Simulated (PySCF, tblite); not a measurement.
**CHCl₂GeNO, a small molecule taken as a stand-in for a surface group (Ge site with back bonds O, Cl, Cl): NMR shifts, core binding energies and electronic excitations**

What NMR shifts, core binding energies and electronic excitations should one expect for `N#[C][Ge]([OH])([Cl])[Cl]`?

Computed with tblite 0.8.0 and PySCF 2.14.0; each step states its level. No surroundings beyond the atoms listed, unless a continuum is named. Atoms count from 0, parts from 1.

## (1) Starting point

7 atoms, charge 0, multiplicity 1; geometry: distance geometry start.

## (2) Relaxing the cluster with GFN2-xTB

The job: settings as JSON, then the geometry in Å.

```
{"job": {"kind": "relax", "xc": "GFN2-xTB", "basis": "xTB"}, "charge": 0, "multiplicity": 1}
Ge    -0.078642     1.210607    -0.146489
O      1.010590    -0.233027     0.205465
Cl     0.460920     2.127311    -2.102659
Cl    -2.177948     0.550402    -0.192508
C      0.139744     2.535379     1.282078
N      0.046321     3.562922     2.281237
H      1.777129    -0.506488    -0.339895
```

With the program's defaults for keys left out, this is: GFN2-xTB geometry optimisation, gas phase.

Run with:

```sh
OMP_NUM_THREADS=1 python cluster_run.py task.json out
```

One launch serves the whole session: the jobs run in the order shown.

What it wrote:

```text
step      E/eV     max force
  0    -560.89729   14.456
  1    -563.83843    1.045
  2    -563.89554    0.923
  3    -564.08598    2.383
  4    -564.14020    1.311
  5    -564.15058    0.327
  6    -564.15893    0.402
  7    -564.16548    0.329
  8    -564.17273    0.410
  9    -564.17964    0.368
 10    -564.18457    0.218
 11    -564.18633    0.102
 12    -564.18729    0.136
 13    -564.18884    0.191
 14    -564.19080    0.192
 15    -564.19219    0.111
 16    -564.19269    0.057
 17    -564.19293    0.071
 18    -564.19321    0.100
 19    -564.19361    0.120
 20    -564.19400    0.102
 21    -564.19427    0.051
 22    -564.19441    0.045
 23    -564.19451    0.059
 24    -564.19467    0.069
 25    -564.19492    0.071
 26    -564.19519    0.067
 27    -564.19535    0.037
 28    -564.19540    0.023
 29    -564.19542    0.017
 30    -564.19545    0.024
 31    -564.19551    0.038
 32    -564.19561    0.049
 33    -564.19573    0.048
 34    -564.19582    0.036
 35    -564.19586    0.023
 36    -564.19590    0.030
 37    -564.19597    0.042
 38    -564.19608    0.071
 39    -564.19626    0.089
 40    -564.19646    0.078
 41    -564.19669    0.062
 42    -564.19703    0.118
 43    -564.19764    0.287
 44    -564.19743    0.315
 45    -564.19951    0.219
 46    -564.20048    0.139
 47    -564.20050    0.346
 48    -564.20168    0.114
 49    -564.20201    0.072
 50    -564.20218    0.074
 51    -564.20223    0.025
 52    -564.20224    0.017
 53    -564.20231    0.017
 54    -564.20235    0.016
 55    -564.20237    0.009
 56    -564.20238    0.004
```

Run time: 0.74 s. Hardware: 1 thread of Arm Neoverse V2, shared host.

Step by step:

```tsv
step	energy from step 0 (eV)	largest force (eV/Å)
0	0.0000	14.4557
2	-2.9982	0.9226
4	-3.2429	1.3108
6	-3.2616	0.4021
8	-3.2754	0.4103
10	-3.2873	0.2179
12	-3.2900	0.1354
14	-3.2935	0.1920
16	-3.2954	0.0571
18	-3.2959	0.1002
20	-3.2967	0.1014
22	-3.2971	0.0455
24	-3.2974	0.0697
26	-3.2979	0.0674
28	-3.2981	0.0228
30	-3.2982	0.0242
32	-3.2983	0.0497
34	-3.2985	0.0361
36	-3.2986	0.0308
38	-3.2988	0.0710
40	-3.2992	0.0776
42	-3.2997	0.1181
44	-3.3001	0.3149
46	-3.3032	0.1391
48	-3.3044	0.1141
50	-3.3049	0.0736
52	-3.3049	0.0172
54	-3.3051	0.0164
56	-3.3051	0.0041
```

Distances of close pairs at the start and the end, largest changes first:

```tsv
bond	before (Å)	after (Å)	change (Å)
C4–N5	1.436	1.141	-0.295
Ge0–Cl3	2.201	2.080	-0.121
Ge0–Cl2	2.227	2.112	-0.115
Ge0–O1	1.842	1.738	-0.104
O1–H6	0.980	0.956	-0.024
Ge0–C4	1.960	1.955	-0.005
```

## (3) Relaxing the molecule at PBE0-D3(BJ)/def2-SVP

The job: settings as JSON, then the geometry in Å.

```
{"job": {"xc": "PBE0", "basis": "def2-SVP", "d3": "d3bj", "grid": 2, "kind": "geom", "shake": 0.01}, "charge": 0, "multiplicity": 1}
Ge    -0.297483    -0.130844    -0.329252
O      0.657075    -1.508449    -0.014180
Cl     0.270644     0.776930    -2.160417
Cl    -2.240624    -0.810198    -0.335149
C     -0.060184     1.183499     1.096824
N      0.096718     1.953794     1.942692
H      1.604473    -1.498736    -0.223365
```

What it wrote:

```text
step   0  E = -3164.75243600  max force = 0.028783
step   1  E = -3164.75490070  max force = 0.012710
step   2  E = -3164.75556716  max force = 0.003268
step   3  E = -3164.75564312  max force = 0.001109
step   4  E = -3164.75565496  max force = 0.000406
step   5  E = -3164.75566203  max force = 0.000669
step   6  E = -3164.75566634  max force = 0.000675
step   7  E = -3164.75566843  max force = 0.000418
optimisation converged
```

Run time: 59 s. Hardware: 1 thread of Arm Neoverse V2, shared host; peak memory 0.57 GiB.

Step by step:

```tsv
step	energy from step 0 (eV)	largest force component (eV/Å)
0	0.0000	1.4801
1	-0.0671	0.6536
2	-0.0852	0.1680
3	-0.0873	0.0570
4	-0.0876	0.0209
5	-0.0878	0.0344
6	-0.0879	0.0347
7	-0.0880	0.0215
```

Close pairs (by a distance rule), those that changed most:

```tsv
bond	before (Å)	after (Å)	change (Å)
Ge0–Cl3	2.058	2.114	+0.056
Ge0–C4	1.954	1.913	-0.040
Ge0–O1	1.705	1.745	+0.040
Ge0–Cl2	2.121	2.130	+0.009
O1–H6	0.970	0.965	-0.005
C4–N5	1.155	1.159	+0.004
```

The next job starts from the end point, and lists it.

```tsv
at the end point	value
point group (found at 0.08 Å tolerance)	C1
rotational constants (GHz, main isotopes)	1.606, 1.580, 1.159
dipole moment (D)	2.62
```

## (4) NMR shieldings: PBE0/pcSseg-2

The job: settings as JSON, then the geometry in Å.

```
{"job": {"kind": "nmr", "xc": "PBE0", "basis": "pcSseg-2"}, "charge": 0, "multiplicity": 1}
Ge    -0.204718    -0.163341    -0.384489
O      0.751853    -1.566201     0.018735
Cl     0.402817     0.682949    -2.242452
Cl    -2.228393    -0.774412    -0.431553
C     -0.010506     1.196201     0.947750
N      0.114658     2.021560     1.751252
H      1.680527    -1.497516    -0.234642
```

With the program's defaults for keys left out, this is: GIAO PBE0/pcSseg-2 NMR shielding, non-relativistic, gas phase.

What it wrote:

```text
coarse grid: 38000 points
cycle   1  E = -3165.3714935025  dE =  9.112e-02  |g| = 1.401e+00  |ddm| = 2.287e+00
cycle   2  E = -3164.7853229994  dE =  5.862e-01  |g| = 2.323e+00  |ddm| = 1.587e+00
cycle   3  E = -3165.5465290530  dE = -7.612e-01  |g| = 4.444e-01  |ddm| = 1.208e+00
cycle   4  E = -3165.5793128857  dE = -3.278e-02  |g| = 2.076e-01  |ddm| = 2.603e-01
cycle   5  E = -3165.5867170586  dE = -7.404e-03  |g| = 7.195e-02  |ddm| = 1.075e-01
cycle   6  E = -3165.5876709560  dE = -9.539e-04  |g| = 9.999e-03  |ddm| = 3.604e-02
cycle   7  E = -3165.5876851155  dE = -1.416e-05  |g| = 3.324e-03  |ddm| = 8.237e-03
cycle   8  E = -3165.5876873444  dE = -2.229e-06  |g| = 6.274e-04  |ddm| = 2.789e-03
final grid: 75312 points
cycle   9  E = -3165.5877159673  dE =  4.374e-08  |g| = 9.685e-04  |ddm| = 1.648e-03
cycle  10  E = -3165.5877153809  dE =  5.864e-07  |g| = 1.929e-03  |ddm| = 1.835e-03
cycle  11  E = -3165.5877161552  dE = -7.743e-07  |g| = 3.733e-04  |ddm| = 1.080e-03
cycle  12  E = -3165.5877161851  dE = -2.998e-08  |g| = 5.548e-05  |ddm| = 2.217e-04
cycle  13  E = -3165.5877161855  dE = -3.347e-10  |g| = 5.716e-06  |ddm| = 1.832e-05
converged SCF energy = -3165.5877161855

GIAO shielding tensors (ppm)
atom      isotropic    diamagn.    paramagn.     s11        s22        s33       span
  0 Ge    1333.962    2756.855   -1422.893   1187.636   1382.635   1431.615    243.979
  1 O      246.879     381.740    -134.861    217.014    232.168    291.456     74.442
  2 Cl     814.654    1147.922    -333.267    690.180    739.442   1014.341    324.161
  3 Cl     836.735    1147.642    -310.907    723.969    763.105   1023.132    299.163
  4 C       59.452     261.673    -202.220    -58.830    -55.985    293.172    352.002
  5 N      -97.506     329.710    -427.216   -294.739   -290.075    292.296    587.035
  6 H       29.228      30.350      -1.122     20.672     24.161     42.851     22.180
```

Run time: 41 s. Hardware: 1 thread of Arm Neoverse V2, shared host; peak memory 1.2 GiB.

The references, computed at this level on geometries of the same kind, shield at (ppm): 1H TMS 31.25, 13C TMS 184.1, 15N NH3 261.7, 17O H2O 328.2, 73Ge GeMe4 1337, 35Cl HCl 941. Their shielding less the atom's gives the shift. The references are single molecules in the gas phase, so shifts against H2O, NH3, PH3, H3PO4 or CFCl3 are not on the usual liquid scales and can be off by tens of ppm.

```tsv
atoms	environment	σ (ppm)	δ (ppm)
C4	carbon bonded to Ge, N	59.5	124.7
H6	hydrogen on an oxygen bonded to Ge	29.23	2.02
Ge0	germanium bonded to C, 2 Cl, O	1334	3
O1	oxygen bonded to Ge, H	246.9	81.3
Cl2	chlorine bonded to Ge	815	126
Cl3	chlorine bonded to Ge	837	104
N5	nitrogen bonded to C	-97.5	359.2
```

The run also stored atomic charges by several schemes (e):

```tsv
atoms	Mulliken	IAO	Hirshfeld	ESP fit
Ge0	0.67	1.19	0.52	0.22
O1	-0.44	-0.74	-0.30	-0.46
Cl2	-0.18	-0.27	-0.10	-0.08
Cl3	-0.16	-0.25	-0.08	-0.02
C4	0.01	-0.16	-0.04	0.32
N5	-0.12	-0.16	-0.17	-0.37
```

Mayer bond orders: Ge0–O1 1.07, Ge0–Cl2 1.12, Ge0–Cl3 1.17, Ge0–C4 0.85, C4–N5 2.97.

## (5) Core holes by ΔSCF: SCAN, X2C

The job, as its differences from that of step 4:

```diff
@@ -1,2 +1,2 @@
-{"job": {"kind": "nmr", "xc": "PBE0", "basis": "pcSseg-2"}, "charge": 0, "multiplicity": 1}
+{"job": {"kind": "xps", "holes": 5}, "charge": 0, "multiplicity": 1}
 Ge    -0.204718    -0.163341    -0.384489
```

With the program's defaults for keys left out, this is: delta-SCF UKS SCAN, pcX-2 on the ionised atom, pcseg-1 elsewhere, spin-free X2C.

What it wrote:

```text
ground state, core basis on atom 1 (O), 141 functions
  cycle   1  E = -3185.55731126  |g| = 9.52e-01
  cycle   2  E = -3184.58986417  |g| = 2.31e+00
  cycle   3  E = -3185.71053641  |g| = 3.30e-01
  cycle   4  E = -3185.72906138  |g| = 2.10e-01
  cycle   5  E = -3185.73672673  |g| = 1.10e-01
  cycle   6  E = -3185.73952476  |g| = 2.06e-02
  cycle   7  E = -3185.73964166  |g| = 4.82e-03
  cycle   8  E = -3185.73964909  |g| = 1.50e-03
  cycle   9  E = -3185.73964322  |g| = 4.57e-04
  E(ground) = -3185.88264493 Eh
hole in O 1s of atom 1
  cycle   1  E = -3165.08119434  |g| = 2.22e+00
  cycle   2  E = -3164.11192107  |g| = 2.40e+00
  cycle   3  E = -3165.58277528  |g| = 8.17e-01
  cycle   4  E = -3165.44472424  |g| = 9.56e-01
  cycle   5  E = -3165.88549982  |g| = 2.22e-01
  cycle   6  E = -3165.90712135  |g| = 9.36e-02
  cycle   7  E = -3165.91229667  |g| = 1.77e-02
  cycle   8  E = -3165.91248257  |g| = 5.06e-03
  cycle   9  E = -3165.91249674  |g| = 2.05e-03
  cycle  10  E = -3165.91249863  |g| = 8.09e-04
  cycle  11  E = -3165.91249903  |g| = 3.54e-04
  E(ion) = -3166.05462464 Eh   <S^2> = 0.7629   hole on atom = 1.000   binding energy = 539.548 eV
ground state, core basis on atom 2 (Cl), 152 functions
  cycle   1  E = -3185.88990253  |g| = 4.93e-01
  cycle   2  E = -3185.88519706  |g| = 1.85e-01
  cycle   3  E = -3185.87309683  |g| = 3.05e-01
  cycle   4  E = -3185.89147657  |g| = 2.79e-02
  cycle   5  E = -3185.89155594  |g| = 2.16e-02
  cycle   6  E = -3185.89165470  |g| = 4.11e-03
  cycle   7  E = -3185.89166041  |g| = 8.46e-04
  cycle   8  E = -3185.89166235  |g| = 2.91e-04
  E(ground) = -3186.02152831 Eh
hole in Cl 2p of atom 2
  cycle   1  E = -3177.78893981  |g| = 1.71e+00
  cycle   2  E = -3177.67213415  |g| = 1.35e+00
  cycle   3  E = -3178.03125893  |g| = 6.85e-01
  cycle   4  E = -3178.19890636  |g| = 3.74e-01
  cycle   5  E = -3178.24371032  |g| = 2.00e-01
  cycle   6  E = -3178.26123011  |g| = 6.25e-02
  cycle   7  E = -3178.26282658  |g| = 2.21e-02
  cycle   8  E = -3178.26305558  |g| = 7.61e-03
  cycle   9  E = -3178.26308637  |g| = 1.88e-03
  cycle  10  E = -3178.26309138  |g| = 4.08e-04
  E(ion) = -3178.40077972 Eh   <S^2> = 0.7522   hole on atom = 1.001   binding energy = 207.371 eV
  2p3/2 = 206.780 eV   2p1/2 = 208.434 eV
ground state, core basis on atom 3 (Cl), 152 functions
  cycle   1  E = -3185.89118527  |g| = 4.85e-01
  cycle   2  E = -3185.89127138  |g| = 4.94e-02
  cycle   3  E = -3185.89071888  |g| = 6.10e-02
  cycle   4  E = -3185.89130072  |g| = 3.78e-02
  cycle   5  E = -3185.89161566  |g| = 8.57e-03
  cycle   6  E = -3185.89163376  |g| = 2.01e-03
  cycle   7  E = -3185.89163878  |g| = 6.10e-04
  cycle   8  E = -3185.89163773  |g| = 8.39e-05
  E(ground) = -3186.02184305 Eh
hole in Cl 2p of atom 3
  cycle   1  E = -3177.78813293  |g| = 1.71e+00
  cycle   2  E = -3177.66092990  |g| = 1.34e+00
  cycle   3  E = -3178.02751239  |g| = 6.67e-01
  cycle   4  E = -3178.17800724  |g| = 4.17e-01
  cycle   5  E = -3178.24795999  |g| = 1.44e-01
  cycle   6  E = -3178.25854329  |g| = 4.25e-02
  cycle   7  E = -3178.25953754  |g| = 1.17e-02
  cycle   8  E = -3178.25961782  |g| = 3.41e-03
  cycle   9  E = -3178.25962431  |g| = 1.06e-03
  cycle  10  E = -3178.25962512  |g| = 4.14e-04
  E(ion) = -3178.39830957 Eh   <S^2> = 0.7521   hole on atom = 1.001   binding energy = 207.447 eV
  2p3/2 = 206.853 eV   2p1/2 = 208.507 eV
ground state, core basis on atom 4 (C), 141 functions
  cycle   1  E = -3185.71158053  |g| = 5.90e-02
  cycle   2  E = -3185.71146974  |g| = 3.10e-02
  cycle   3  E = -3185.71099561  |g| = 5.55e-02
  cycle   4  E = -3185.71167508  |g| = 1.15e-02
  cycle   5  E = -3185.71170754  |g| = 1.70e-03
  cycle   6  E = -3185.71171661  |g| = 2.12e-04
  E(ground) = -3185.85933409 Eh
hole in C 1s of atom 4
  cycle   1  E = -3174.40567348  |g| = 1.50e+00
  cycle   2  E = -3168.40434158  |g| = 2.87e+00
  cycle   3  E = -3170.95697457  |g| = 1.87e+00
  cycle   4  E = -3174.48430473  |g| = 1.03e+00
  cycle   5  E = -3174.92226751  |g| = 2.61e-01
  cycle   6  E = -3174.95875556  |g| = 9.33e-02
  cycle   7  E = -3174.96303839  |g| = 4.36e-02
  cycle   8  E = -3174.96403283  |g| = 1.64e-02
  cycle   9  E = -3174.96421231  |g| = 1.02e-02
  cycle  10  E = -3174.96428632  |g| = 5.92e-03
  cycle  11  E = -3174.96437341  |g| = 3.38e-03
  cycle  12  E = -3174.96440558  |g| = 2.32e-03
  cycle  13  E = -3174.96441139  |g| = 7.67e-04
  cycle  14  E = -3174.96441322  |g| = 2.12e-04
  E(ion) = -3175.10847797 Eh   <S^2> = 0.8326   hole on atom = 1.000   binding energy = 292.546 eV
ground state, core basis on atom 5 (N), 141 functions
  cycle   1  E = -3185.72023571  |g| = 7.39e-02
  cycle   2  E = -3185.71949817  |g| = 6.21e-02
  cycle   3  E = -3185.71852621  |g| = 9.04e-02
  cycle   4  E = -3185.72033686  |g| = 3.29e-03
  cycle   5  E = -3185.72034043  |g| = 1.11e-03
  cycle   6  E = -3185.72034201  |g| = 3.72e-04
  E(ground) = -3185.86475437 Eh
hole in N 1s of atom 5
  cycle   1  E = -3170.09225876  |g| = 1.84e+00
  cycle   2  E = -3165.38065184  |g| = 2.88e+00
  cycle   3  E = -3169.91722978  |g| = 1.13e+00
  cycle   4  E = -3170.46645349  |g| = 9.10e-01
  cycle   5  E = -3170.74550168  |g| = 3.48e-01
  cycle   6  E = -3170.79495638  |g| = 9.25e-02
  cycle   7  E = -3170.79861337  |g| = 6.32e-02
  cycle   8  E = -3170.80089725  |g| = 2.02e-02
  cycle   9  E = -3170.80115020  |g| = 1.28e-02
  cycle  10  E = -3170.80127478  |g| = 6.37e-03
  cycle  11  E = -3170.80134372  |g| = 3.78e-03
  cycle  12  E = -3170.80135532  |g| = 2.00e-03
  cycle  13  E = -3170.80136011  |g| = 4.26e-04
  E(ion) = -3170.94381593 Eh   <S^2> = 0.8298   hole on atom = 1.000   binding energy = 406.019 eV
```

It took 26 s on 1 thread of Arm Neoverse V2, shared host; peak memory 0.5 GiB.

The holes in one table. −ε is the ground-state orbital energy:

```tsv
hole	stands for	environment	ΔSCF (eV; 2p as the shell's mean)	−ε (eV)	⟨S²⟩
O1s on O1	O1	oxygen bonded to Ge, H	539.55	518.1	0.763
Cl2p on Cl2	Cl2	chlorine bonded to Ge	207.33	194.5	0.752
Cl2p on Cl3	Cl3	chlorine bonded to Ge	207.40	194.5	0.752
C1s on C4	C4	carbon bonded to Ge, N	292.55	275.3	0.833
N1s on N5	N5	nitrogen bonded to C	406.02	387.1	0.830
```

With the spin-orbit splitting: Cl2 2p3/2 206.78, 2p1/2 208.43 eV; Cl3 2p3/2 206.85, 2p1/2 208.51 eV. The table gives each 2p level as the mean over the whole 2p shell (two parts 2p3/2, one part 2p1/2), which differs a little from the single hole in the log.

## (6) Ultraviolet spectrum: CAM-B3LYP/def2-SVPD

The job, as its differences from that of step 5:

```diff
@@ -1,2 +1,2 @@
-{"job": {"kind": "xps", "holes": 5}, "charge": 0, "multiplicity": 1}
+{"job": {"kind": "uv", "xc": "CAM-B3LYP", "basis": "def2-SVPD", "nstates": 6, "ntriplets": 2, "ip": true}, "charge": 0, "multiplicity": 1}
 Ge    -0.204718    -0.163341    -0.384489
```

With the program's defaults for keys left out, this is: TDDFT CAM-B3LYP/def2-SVPD, vertical, gas phase, core orbitals frozen in the response.

What it wrote:

```text
coarse grid: 38000 points
cycle   1  E = -3165.4113080272  dE =  1.258e-01  |g| = 9.736e-01  |ddm| = 3.709e+00
cycle   2  E = -3165.1474814018  dE =  2.638e-01  |g| = 1.552e+00  |ddm| = 2.859e+00
cycle   3  E = -3165.5976094882  dE = -4.501e-01  |g| = 1.848e-01  |ddm| = 1.666e+00
cycle   4  E = -3165.6034552561  dE = -5.846e-03  |g| = 7.686e-02  |ddm| = 2.261e-01
cycle   5  E = -3165.6045276647  dE = -1.072e-03  |g| = 2.397e-02  |ddm| = 8.784e-02
cycle   6  E = -3165.6046468046  dE = -1.191e-04  |g| = 4.730e-03  |ddm| = 2.542e-02
cycle   7  E = -3165.6046517483  dE = -4.944e-06  |g| = 1.087e-03  |ddm| = 7.885e-03
final grid: 75312 points
cycle   8  E = -3165.6046628458  dE = -1.952e-07  |g| = 9.761e-04  |ddm| = 2.953e-03
cycle   9  E = -3165.6046627878  dE =  5.795e-08  |g| = 1.129e-03  |ddm| = 1.765e-03
cycle  10  E = -3165.6046629983  dE = -2.105e-07  |g| = 1.982e-04  |ddm| = 1.031e-03
cycle  11  E = -3165.6046630052  dE = -6.905e-09  |g| = 4.532e-05  |ddm| = 1.832e-04
cycle  12  E = -3165.6046630056  dE = -3.656e-10  |g| = 2.614e-05  |ddm| = 7.366e-05
converged SCF energy = -3165.6046630056

Static polarisability (au): isotropic 72.484, principal 63.585 74.909 78.959

Singlet excitations
state   eV       nm        f      main configurations
  1   6.9313    178.9   0.00477   H->L 0.23, H-5->L+1 0.15, H-6->L+2 0.10
  2   7.0106    176.9   0.02308   H->L 0.63
  3   7.0759    175.2   0.00188   H-1->L 0.62, H-2->L 0.15
  4   7.1852    172.6   0.02944   H-2->L 0.65, H-1->L 0.15
  5   7.2569    170.9   0.00185   H-5->L+2 0.14, H-6->L+2 0.12, H-2->L+2 0.12
  6   7.3162    169.5   0.00394   H-6->L+1 0.11, H-5->L+2 0.10, H-5->L+1 0.10

Triplet excitations (Tamm-Dancoff, eV): 5.7221 6.2409
Vertical ionisation energy (delta-SCF) = 12.4088 eV
Vertical electron affinity (delta-SCF) = 0.0124 eV
```

It took 3 min on 1 thread of Arm Neoverse V2, shared host; peak memory 0.84 GiB.

The orbitals next to the gap, with their largest atomic shares:

```tsv
orbital	eV	atoms
HOMO−3	-11.81	Cl2 27 %, O1 23 %, Cl3 22 %
HOMO−2	-11.60	Cl3 67 %, N5 8 %, C4 8 %
HOMO−1	-11.57	Cl2 68 %, O1 9 %, Cl3 7 %
HOMO	-11.41	Cl3 50 %, Cl2 42 %
LUMO	-0.72	Cl2 27 %, Cl3 25 %, Ge0 25 %
LUMO+1	-0.36	Ge0 23 %, C4 22 %, N5 21 %
LUMO+2	-0.21	C4 24 %, N5 23 %, Ge0 22 %
```

With each of the 6 states as a Gaussian band of 0.4 eV half-width at 1/e, the curve within the window shown has maxima at 175 nm (ε 2,400) L/(mol cm). Beyond the last state computed it falls off for lack of states. The curve at chosen wavelengths:

| nm | ε (L/mol/cm) |
| --- | --- |
| 163 | 615 |
| 164 | 785 |
| 166 | 1182 |
| 167 | 1398 |
| 168 | 1615 |
| 170 | 2014 |
| 171 | 2178 |
| 172 | 2307 |
| 174 | 2444 |
| 175 | 2446 |
| 176 | 2406 |
| 178 | 2212 |
| 179 | 2070 |
| 180 | 1908 |
| 181 | 1732 |
| 183 | 1367 |
| 184 | 1190 |
| 185 | 1022 |
| 187 | 726 |
| 188 | 601 |
| 189 | 491 |
| 191 | 318 |
| 192 | 251 |
| 193 | 197 |
| 195 | 117 |
| 196 | 89 |

Further results of this job:

```tsv
property	computed
dipole moment (D)	2.62
polarisability (Å³)	10.74
HOMO–LUMO gap (eV)	10.69
−ε(HOMO) (eV)	11.41
```

## (7) Summary of results

| quantity | value |
| --- | --- |
| point group | C1 |
| rotational constants (main isotopes) | 1.61, 1.58, 1.16 GHz |
| 13C shifts against TMS (PBE0/pcSseg-2) | 124.7 ppm |
| 1H shifts against TMS (PBE0/pcSseg-2) | 2.02 ppm |
| 73Ge shifts against GeMe4 (PBE0/pcSseg-2) | 3 ppm |
| 17O shifts against H2O (PBE0/pcSseg-2) | 81.3 ppm |
| 35Cl shifts against HCl (PBE0/pcSseg-2) | 126, 104 ppm |
| 15N shifts against NH3 (PBE0/pcSseg-2) | 359.2 ppm |
| Cl2p binding energies, SCAN/pcX-2 | Cl3 207.40, Cl2 207.33 eV |
| O1s binding energies, SCAN/pcX-2 | O1 539.55 eV |
| C1s binding energies, SCAN/pcX-2 | C4 292.55 eV |
| N1s binding energies, SCAN/pcX-2 | N5 406.02 eV |
| lowest singlet (CAM-B3LYP/def2-SVPD) | 6.93 eV (179 nm), f = 0.005 |
| brightest single state of those computed | state 4, 7.19 eV, f = 0.029 |
| lowest triplet | 5.72 eV |
| vertical ionisation energy (ΔSCF) | 12.41 eV |
| vertical electron affinity (ΔSCF) | 0.01 eV |

What this shows: The start of the PBE0/def2-SVP relaxation was shaken at random by about 0.01 Å, so part of the energy gained, and of the first lengths quoted, undoes that. Over 7 steps the energy fell by 0.088 eV; of the close pairs, Ge0–Cl3 changed most, 2.058 to 2.114 Å (PBE0/def2-SVP). No frequency check was run at this level, so the end point may be a saddle. At PBE0/pcSseg-2: The widest tensor belongs to N5: span 587 ppm, with a paramagnetic part of -427 ppm. At SCAN/pcX-2: the Cl2p levels computed lie within 0.07 eV of one another, too close to rank. The lowest singlet, at 6.93 eV, is HOMO→LUMO 0.23, HOMO−5→LUMO+1 0.15 and is weak; of the 6 states computed, the strongest absorption comes from state 4 at 7.19 eV. The lowest triplet lies 1.21 eV below the lowest singlet (triplets in Tamm-Dancoff, singlets in full TDDFT). ΔSCF puts the ionisation energy at 12.41 eV, 1.00 eV above −ε(HOMO). Spin-orbit coupling is left out, which matters for shieldings and couplings at and beside the heavy atoms.
